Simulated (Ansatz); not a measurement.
Born–Oppenheimer molecular dynamics of a periodic cell of 16 atoms, InSb (surface InSb(111)). It starts from a relaxed structure.

Level of theory: DFT PBE, scalar-relativistic, plane waves, PAW in Ansatz. Settings: accuracy low, PAW set soft_1, cutoff 420 eV, k mesh 2x2x1, fermi-dirac smearing 0.15 eV, no spin polarisation.

```yaml
ensemble: NVE (velocity Verlet)
time_step: 3 fs
steps_asked: 190
starting_velocities_drawn_for: 2400 K
atoms_held: 1, 3, 5, 7
seed: 906209
```

Frames 3 fs apart, positions in Å, forces in eV/Å.

Velocities at 180 fs (Å/ps):

```
In 0.00 0.00 0.00
Sb -0.05 0.58 3.07
In 0.00 0.00 0.00
Sb -0.21 1.31 3.21
In 0.00 0.00 0.00
Sb 1.00 0.11 2.55
In 0.00 0.00 0.00
Sb 0.62 1.01 2.73
In -3.38 2.26 3.05
Sb -1.42 -0.58 0.03
In -6.11 0.12 -0.33
Sb -4.01 1.03 -9.26
In 0.80 -3.02 4.27
Sb -5.25 1.96 -4.50
In -4.02 -1.38 0.97
Sb -4.93 2.20 -3.84
```

```xyz
16
Lattice="9.1616 0.0000 0.0000 4.5808 7.9341 0.0000 0.0000 0.0000 15.6752" Properties=species:S:1:pos:R:3:forces:R:3 time_fs=180 energy_less_start_eV=1.560 T=1395
In 0.000 0.000 1.000 -0.51 -0.92 -0.31
Sb 2.235 1.180 1.777 0.42 1.01 0.59
In 11.452 3.967 1.000 -0.43 -0.21 0.17
Sb 4.752 5.116 1.695 -2.41 1.76 0.87
In 4.581 0.000 1.000 0.35 0.02 -0.34
Sb 6.924 1.349 1.976 -0.17 -0.21 0.36
In 6.871 3.967 1.000 2.71 -0.74 -0.56
Sb 9.189 5.399 2.158 -0.01 -0.84 0.18
In 8.863 6.054 5.294 -0.27 -0.55 -0.13
Sb 11.471 6.470 6.300 -0.26 0.42 -0.29
In 5.725 0.861 4.792 0.27 0.51 0.32
Sb 8.162 3.065 4.354 -0.07 -0.29 -0.09
In 4.481 5.159 4.745 -0.27 -0.06 -0.04
Sb 6.268 6.757 6.332 0.08 -0.36 -0.06
In 1.307 1.154 4.843 -0.47 0.49 -0.76
Sb 3.506 2.628 5.655 1.04 -0.02 0.09
16
Lattice="9.1616 0.0000 0.0000 4.5808 7.9341 0.0000 0.0000 0.0000 15.6752" Properties=species:S:1:pos:R:3:forces:R:3 time_fs=183 energy_less_start_eV=1.556 T=1398
In 0.000 0.000 1.000 -0.48 -0.91 -0.31
Sb 2.235 1.182 1.787 0.40 0.99 0.58
In 11.452 3.967 1.000 -0.42 -0.20 0.17
Sb 4.751 5.120 1.705 -2.35 1.71 0.86
In 4.581 0.000 1.000 0.33 0.03 -0.34
Sb 6.927 1.349 1.983 -0.19 -0.21 0.34
In 6.871 3.967 1.000 2.64 -0.70 -0.55
Sb 9.191 5.402 2.167 -0.01 -0.85 0.19
In 8.853 6.061 5.303 -0.24 -0.55 -0.15
Sb 11.467 6.469 6.299 -0.28 0.43 -0.27
In 5.707 0.861 4.791 0.28 0.49 0.31
Sb 8.149 3.068 4.326 -0.05 -0.28 -0.05
In 4.483 5.150 4.758 -0.30 -0.04 -0.13
Sb 6.253 6.763 6.319 0.12 -0.41 0.06
In 1.294 1.150 4.846 -0.49 0.57 -0.83
Sb 3.492 2.634 5.644 1.03 -0.06 0.14
16
Lattice="9.1616 0.0000 0.0000 4.5808 7.9341 0.0000 0.0000 0.0000 15.6752" Properties=species:S:1:pos:R:3:forces:R:3 time_fs=186 energy_less_start_eV=1.548 T=1403
In 0.000 0.000 1.000 -0.44 -0.89 -0.31
Sb 2.235 1.185 1.797 0.39 0.96 0.56
In 11.452 3.967 1.000 -0.41 -0.19 0.18
Sb 4.748 5.126 1.716 -2.27 1.65 0.84
In 4.581 0.000 1.000 0.31 0.04 -0.34
Sb 6.930 1.349 1.991 -0.21 -0.22 0.33
In 6.871 3.967 1.000 2.54 -0.66 -0.54
Sb 9.193 5.404 2.175 -0.01 -0.86 0.19
In 8.843 6.067 5.312 -0.20 -0.55 -0.18
Sb 11.462 6.467 6.299 -0.30 0.43 -0.26
In 5.689 0.862 4.791 0.29 0.46 0.29
Sb 8.137 3.071 4.298 -0.04 -0.26 0.00
In 4.486 5.141 4.770 -0.33 -0.02 -0.22
Sb 6.237 6.768 6.305 0.16 -0.45 0.18
In 1.282 1.147 4.848 -0.51 0.65 -0.91
Sb 3.478 2.641 5.632 1.00 -0.11 0.18
16
Lattice="9.1616 0.0000 0.0000 4.5808 7.9341 0.0000 0.0000 0.0000 15.6752" Properties=species:S:1:pos:R:3:forces:R:3 time_fs=189 energy_less_start_eV=1.538 T=1409
In 0.000 0.000 1.000 -0.40 -0.86 -0.31
Sb 2.236 1.188 1.807 0.37 0.93 0.55
In 11.452 3.967 1.000 -0.41 -0.18 0.18
Sb 4.743 5.133 1.727 -2.16 1.56 0.81
In 4.581 0.000 1.000 0.30 0.05 -0.34
Sb 6.933 1.349 2.000 -0.23 -0.23 0.30
In 6.871 3.967 1.000 2.43 -0.60 -0.53
Sb 9.195 5.406 2.183 0.00 -0.87 0.19
In 8.832 6.073 5.321 -0.17 -0.54 -0.20
Sb 11.457 6.466 6.299 -0.32 0.44 -0.24
In 5.671 0.863 4.790 0.31 0.44 0.28
Sb 8.125 3.073 4.270 -0.03 -0.24 0.05
In 4.487 5.132 4.783 -0.36 0.01 -0.30
Sb 6.221 6.773 6.292 0.20 -0.48 0.30
In 1.269 1.144 4.849 -0.52 0.73 -0.97
Sb 3.465 2.647 5.621 0.98 -0.16 0.22
16
Lattice="9.1616 0.0000 0.0000 4.5808 7.9341 0.0000 0.0000 0.0000 15.6752" Properties=species:S:1:pos:R:3:forces:R:3 time_fs=192 energy_less_start_eV=1.526 T=1417
In 0.000 0.000 1.000 -0.36 -0.83 -0.30
Sb 2.236 1.192 1.817 0.35 0.90 0.53
In 11.452 3.967 1.000 -0.40 -0.17 0.18
Sb 4.737 5.141 1.738 -2.03 1.47 0.78
In 4.581 0.000 1.000 0.28 0.05 -0.34
Sb 6.935 1.349 2.008 -0.25 -0.24 0.27
In 6.871 3.967 1.000 2.30 -0.54 -0.51
Sb 9.197 5.407 2.192 0.00 -0.87 0.20
In 8.821 6.078 5.330 -0.14 -0.53 -0.22
Sb 11.452 6.466 6.298 -0.34 0.44 -0.23
In 5.654 0.865 4.790 0.32 0.42 0.27
Sb 8.113 3.076 4.242 -0.01 -0.21 0.11
In 4.489 5.123 4.795 -0.38 0.03 -0.39
Sb 6.206 6.778 6.279 0.24 -0.52 0.42
In 1.256 1.141 4.849 -0.52 0.80 -1.03
Sb 3.453 2.654 5.610 0.94 -0.21 0.26
16
Lattice="9.1616 0.0000 0.0000 4.5808 7.9341 0.0000 0.0000 0.0000 15.6752" Properties=species:S:1:pos:R:3:forces:R:3 time_fs=195 energy_less_start_eV=1.514 T=1425
In 0.000 0.000 1.000 -0.31 -0.79 -0.29
Sb 2.237 1.197 1.829 0.32 0.86 0.51
In 11.452 3.967 1.000 -0.40 -0.16 0.19
Sb 4.729 5.150 1.751 -1.88 1.37 0.74
In 4.581 0.000 1.000 0.26 0.05 -0.34
Sb 6.937 1.349 2.017 -0.28 -0.26 0.24
In 6.871 3.967 1.000 2.16 -0.46 -0.48
Sb 9.198 5.407 2.201 0.00 -0.87 0.19
In 8.811 6.083 5.338 -0.10 -0.52 -0.24
Sb 11.447 6.465 6.298 -0.36 0.45 -0.22
In 5.636 0.867 4.790 0.34 0.39 0.25
Sb 8.101 3.078 4.215 0.01 -0.18 0.18
In 4.490 5.114 4.807 -0.41 0.06 -0.47
Sb 6.191 6.782 6.266 0.29 -0.54 0.53
In 1.242 1.140 4.849 -0.53 0.88 -1.09
Sb 3.441 2.660 5.599 0.90 -0.27 0.30
16
Lattice="9.1616 0.0000 0.0000 4.5808 7.9341 0.0000 0.0000 0.0000 15.6752" Properties=species:S:1:pos:R:3:forces:R:3 time_fs=198 energy_less_start_eV=1.502 T=1433
In 0.000 0.000 1.000 -0.27 -0.75 -0.29
Sb 2.239 1.202 1.840 0.30 0.82 0.49
In 11.452 3.967 1.000 -0.40 -0.15 0.19
Sb 4.720 5.160 1.764 -1.72 1.26 0.70
In 4.581 0.000 1.000 0.24 0.05 -0.33
Sb 6.939 1.348 2.026 -0.31 -0.28 0.20
In 6.871 3.967 1.000 2.00 -0.39 -0.46
Sb 9.200 5.406 2.210 -0.01 -0.86 0.19
In 8.800 6.088 5.346 -0.07 -0.51 -0.26
Sb 11.442 6.465 6.297 -0.37 0.45 -0.21
In 5.619 0.869 4.790 0.35 0.36 0.24
Sb 8.089 3.080 4.187 0.04 -0.14 0.25
In 4.491 5.105 4.819 -0.43 0.08 -0.54
Sb 6.176 6.786 6.253 0.33 -0.56 0.64
In 1.228 1.138 4.848 -0.52 0.94 -1.14
Sb 3.430 2.666 5.588 0.85 -0.33 0.33
16
Lattice="9.1616 0.0000 0.0000 4.5808 7.9341 0.0000 0.0000 0.0000 15.6752" Properties=species:S:1:pos:R:3:forces:R:3 time_fs=201 energy_less_start_eV=1.491 T=1439
In 0.000 0.000 1.000 -0.22 -0.70 -0.28
Sb 2.240 1.208 1.851 0.27 0.78 0.47
In 11.452 3.967 1.000 -0.40 -0.14 0.19
Sb 4.709 5.171 1.777 -1.55 1.14 0.65
In 4.581 0.000 1.000 0.22 0.04 -0.33
Sb 6.941 1.347 2.035 -0.34 -0.31 0.15
In 6.871 3.967 1.000 1.84 -0.31 -0.43
Sb 9.202 5.405 2.219 -0.01 -0.85 0.19
In 8.789 6.092 5.354 -0.04 -0.51 -0.28
Sb 11.436 6.466 6.295 -0.39 0.46 -0.20
In 5.602 0.872 4.791 0.37 0.34 0.22
Sb 8.077 3.082 4.160 0.06 -0.10 0.34
In 4.492 5.096 4.830 -0.45 0.11 -0.62
Sb 6.161 6.790 6.242 0.37 -0.57 0.74
In 1.213 1.138 4.846 -0.52 1.00 -1.18
Sb 3.420 2.672 5.578 0.79 -0.39 0.37
16
Lattice="9.1616 0.0000 0.0000 4.5808 7.9341 0.0000 0.0000 0.0000 15.6752" Properties=species:S:1:pos:R:3:forces:R:3 time_fs=204 energy_less_start_eV=1.483 T=1444
In 0.000 0.000 1.000 -0.17 -0.65 -0.27
Sb 2.242 1.215 1.864 0.24 0.74 0.45
In 11.452 3.967 1.000 -0.40 -0.13 0.19
Sb 4.698 5.183 1.791 -1.38 1.02 0.60
In 4.581 0.000 1.000 0.20 0.03 -0.33
Sb 6.943 1.346 2.044 -0.38 -0.34 0.09
In 6.871 3.967 1.000 1.68 -0.23 -0.41
Sb 9.204 5.404 2.228 -0.01 -0.83 0.18
In 8.778 6.096 5.362 -0.01 -0.50 -0.30
Sb 11.430 6.466 6.294 -0.40 0.46 -0.19
In 5.586 0.874 4.791 0.38 0.31 0.21
Sb 8.065 3.084 4.132 0.09 -0.05 0.43
In 4.492 5.087 4.841 -0.47 0.15 -0.68
Sb 6.146 6.793 6.230 0.41 -0.57 0.83
In 1.198 1.138 4.843 -0.51 1.05 -1.21
Sb 3.410 2.677 5.568 0.73 -0.46 0.40
16
Lattice="9.1616 0.0000 0.0000 4.5808 7.9341 0.0000 0.0000 0.0000 15.6752" Properties=species:S:1:pos:R:3:forces:R:3 time_fs=207 energy_less_start_eV=1.478 T=1447
In 0.000 0.000 1.000 -0.13 -0.59 -0.26
Sb 2.244 1.222 1.876 0.20 0.69 0.42
In 11.452 3.967 1.000 -0.40 -0.12 0.19
Sb 4.685 5.196 1.805 -1.21 0.89 0.55
In 4.581 0.000 1.000 0.18 0.02 -0.33
Sb 6.944 1.345 2.053 -0.42 -0.38 0.03
In 6.871 3.967 1.000 1.51 -0.15 -0.38
Sb 9.206 5.402 2.237 -0.01 -0.81 0.18
In 8.767 6.099 5.370 0.02 -0.49 -0.31
Sb 11.424 6.467 6.293 -0.42 0.46 -0.18
In 5.569 0.877 4.792 0.40 0.28 0.19
Sb 8.053 3.086 4.106 0.13 0.01 0.54
In 4.492 5.078 4.851 -0.48 0.18 -0.75
Sb 6.132 6.796 6.219 0.45 -0.55 0.90
In 1.183 1.139 4.840 -0.50 1.08 -1.23
Sb 3.401 2.682 5.558 0.67 -0.53 0.43
16
Lattice="9.1616 0.0000 0.0000 4.5808 7.9341 0.0000 0.0000 0.0000 15.6752" Properties=species:S:1:pos:R:3:forces:R:3 time_fs=210 energy_less_start_eV=1.477 T=1448
In 0.000 0.000 1.000 -0.08 -0.53 -0.26
Sb 2.246 1.230 1.889 0.17 0.64 0.40
In 11.452 3.967 1.000 -0.41 -0.11 0.19
Sb 4.672 5.209 1.819 -1.04 0.76 0.50
In 4.581 0.000 1.000 0.16 0.01 -0.32
Sb 6.946 1.344 2.062 -0.46 -0.43 -0.04
In 6.871 3.967 1.000 1.35 -0.08 -0.36
Sb 9.208 5.399 2.247 -0.01 -0.78 0.17
In 8.756 6.102 5.378 0.05 -0.48 -0.32
Sb 11.417 6.469 6.292 -0.43 0.46 -0.18
In 5.554 0.880 4.793 0.41 0.25 0.18
Sb 8.041 3.088 4.079 0.16 0.07 0.65
In 4.492 5.069 4.861 -0.49 0.22 -0.80
Sb 6.118 6.798 6.209 0.48 -0.53 0.97
In 1.167 1.141 4.835 -0.48 1.11 -1.23
Sb 3.392 2.687 5.548 0.60 -0.59 0.46
16
Lattice="9.1616 0.0000 0.0000 4.5808 7.9341 0.0000 0.0000 0.0000 15.6752" Properties=species:S:1:pos:R:3:forces:R:3 time_fs=213 energy_less_start_eV=1.480 T=1446
In 0.000 0.000 1.000 -0.03 -0.46 -0.25
Sb 2.248 1.238 1.902 0.14 0.59 0.37
In 11.452 3.967 1.000 -0.41 -0.10 0.18
Sb 4.658 5.223 1.834 -0.88 0.64 0.45
In 4.581 0.000 1.000 0.14 -0.01 -0.32
Sb 6.946 1.342 2.071 -0.50 -0.48 -0.12
In 6.871 3.967 1.000 1.19 0.00 -0.34
Sb 9.209 5.396 2.257 -0.01 -0.75 0.16
In 8.745 6.105 5.385 0.08 -0.47 -0.33
Sb 11.410 6.470 6.290 -0.44 0.46 -0.17
In 5.538 0.884 4.794 0.43 0.22 0.16
Sb 8.029 3.090 4.053 0.20 0.14 0.78
In 4.491 5.061 4.870 -0.49 0.26 -0.85
Sb 6.105 6.801 6.199 0.52 -0.49 1.02
In 1.151 1.144 4.830 -0.46 1.12 -1.23
Sb 3.384 2.691 5.539 0.53 -0.66 0.49
```

Of the whole run (570 fs, mean temperature of the second half 1211 K): The conserved energy stayed within 0.13 meV per atom of its start (net change 0.12 meV per atom), so the integration is sound. Over the second half the temperature averaged 0.50 of the 2400 K drawn at the start: a run that starts near a minimum puts about half its kinetic energy into the potential. A run of 0.57 ps of so small a system gives no equilibrium averages. Limits of this set-up: coarse k mesh, thin slab, slab without dipole correction, a typed lattice constant that wasn't relaxed here, low accuracy level.

Run time: 20 min on 4 threads of Arm Neoverse V2, on a shared host, peak memory 3.1 GiB.
